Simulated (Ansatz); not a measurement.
**Eu(NH2)3 (EuN3H6): one state, many levels**

How do method and basis change the picture of Eu(NH2)3 (EuN3H6) (septet)?

The runs use Ansatz 0.2.0, Gaussian basis; as each input shows.

Levels to be run: PBE-D4/def2-TZVP, r2SCAN-D4/def2-TZVP, PBE-QIDH/def2-TZVP, B97M-V/def2-TZVP, revPBE-D4/def2-TZVP, BLYP-D4/def2-TZVP, ωB97X-V/def2-TZVP, PBE+10HF/def2-SVP, PBE+15HF/def2-SVP, PBE+40HF/def2-SVP, PBE-D4/def2-SVP, PBE0-D4/def2-SVP, CCSD(T)/def2-SVP, MP2/def2-TZVP, RPA/def2-TZVP.

### Step 1. The relaxed structure

The septet was relaxed beforehand with r2SCAN-D4/def2-SVP.

10 atoms, charge 0, spin multiplicity 7.

Atoms are counted from 1 here; the program's logs count them from 0.

Bond lengths: Eu1–N2 2.270 Å, Eu1–N5 2.270 Å, Eu1–N8 2.270 Å, N2–H3 1.024 Å, N2–H4 1.024 Å, N5–H6 1.024 Å, N5–H7 1.024 Å, N8–H9 1.024 Å, N8–H10 1.024 Å. Angles: N2–Eu1–N5 120.1°, N2–Eu1–N8 119.9°, N5–Eu1–N8 120.0°, Eu1–N2–H3 128.0°, Eu1–N2–H4 128.3°, H3–N2–H4 103.7°, Eu1–N5–H6 128.2°, Eu1–N5–H7 128.1°, H6–N5–H7 103.7°, Eu1–N8–H9 128.3°, Eu1–N8–H10 128.1°, H9–N8–H10 103.7°.

Coordinates:

```tsv
atom	x (Å)	y (Å)	z (Å)
Eu1	0.0000	0.0012	0.0099
N2	2.2265	0.4411	-0.0090
H3	2.9697	-0.0895	-0.4727
H4	2.7249	1.2156	0.4390
N5	-1.4963	1.7079	-0.0016
H6	-2.4107	1.7510	0.4578
H7	-1.4179	2.6146	-0.4712
N8	-0.7301	-2.1478	0.0165
H9	-0.3054	-2.9603	0.4729
H10	-1.5607	-2.5338	-0.4417
```

Eu takes a core potential in the def2 sets. No spin-orbit coupling is included.

PBE0-D4/def2-TZVP was run before; its log isn't repeated, and its numbers join the tables.

### Step 2. PBE-D4/def2-TZVP

start.molden holds the orbitals of an earlier run on this state, given as this run's starting guess.

Contents of in.yaml:

```yaml
crystal:
  periodic: [false, false, false]
  atoms:
    - {symbol: Eu, position_ang: [-0.000010, 0.001193, 0.009920]}
    - {symbol: N, position_ang: [2.226512, 0.441145, -0.009000]}
    - {symbol: H, position_ang: [2.969696, -0.089501, -0.472746]}
    - {symbol: H, position_ang: [2.724873, 1.215567, 0.439046]}
    - {symbol: N, position_ang: [-1.496326, 1.707892, -0.001564]}
    - {symbol: H, position_ang: [-2.410688, 1.751011, 0.457777]}
    - {symbol: H, position_ang: [-1.417858, 2.614647, -0.471196]}
    - {symbol: N, position_ang: [-0.730073, -2.147825, 0.016502]}
    - {symbol: H, position_ang: [-0.305391, -2.960324, 0.472926]}
    - {symbol: H, position_ang: [-1.560736, -2.533815, -0.441665]}
basis:
  gaussian: {orbitals: def2-TZVP, initial_orbitals: start.molden}
magnetization: {spin_polarized: true, initial_magnetization: 6}
hamiltonian: {xc: pbe, dispersion: d4}
scf: {omitted_lower_state_checks: [starts]}
output: {orbitals: {seedname: orbitals}}
```

Launch:

```
> ansatz run in.yaml --threads 4 --pin off --events-out ev --progress --plain --max-ram 8704MiB
```

After this run come: r2SCAN-D4/def2-TZVP; PBE-QIDH/def2-TZVP; B97M-V/def2-TZVP; revPBE-D4/def2-TZVP; BLYP-D4/def2-TZVP; ωB97X-V/def2-TZVP; PBE+10HF/def2-SVP; PBE+15HF/def2-SVP; PBE+40HF/def2-SVP; PBE-D4/def2-SVP; PBE0-D4/def2-SVP; CCSD(T)/def2-SVP; MP2/def2-TZVP; RPA/def2-TZVP.

**Question.** What will the summary of the whole plan be? Wanted: gap in def2-TZVP, named functionals, smallest and largest; gap over the share of exact exchange; correlation energy, CCSD(T)/def2-SVP; correlation energy, MP2/def2-TZVP; ⟨S²⟩ in def2-TZVP, named functionals, smallest and largest; PBE0 total energy, smallest basis above largest.

The runs gave:

| quantity | value |
| --- | --- |
| gap in def2-TZVP, named functionals, smallest and largest | 0.39 eV (PBE-D4), 6.97 eV (ωB97X-V) |
| gap over the share of exact exchange | 0.36 eV at 0, 1.50 eV at 0.15 |
| correlation energy, CCSD(T)/def2-SVP | -37.70 eV |
| correlation energy, MP2/def2-TZVP | -42.70 eV |
| ⟨S²⟩ in def2-TZVP, named functionals, smallest and largest | 12.110, 12.415 |
| PBE0 total energy, smallest basis above largest | 6.50 eV (def2-SVP, def2-TZVP) |

In words: Orbital gaps of the named functionals in def2-TZVP span 0.39 eV (PBE-D4) to 6.97 eV (ωB97X-V); exact exchange widens it. Raising the share of exact exchange from 0 to 0.15 moves the HOMO by -0.89 eV and the LUMO by +0.25 eV. Over the named functionals in def2-TZVP spin contamination reaches 0.42 (revPBE-D4), so some levels may describe another state.
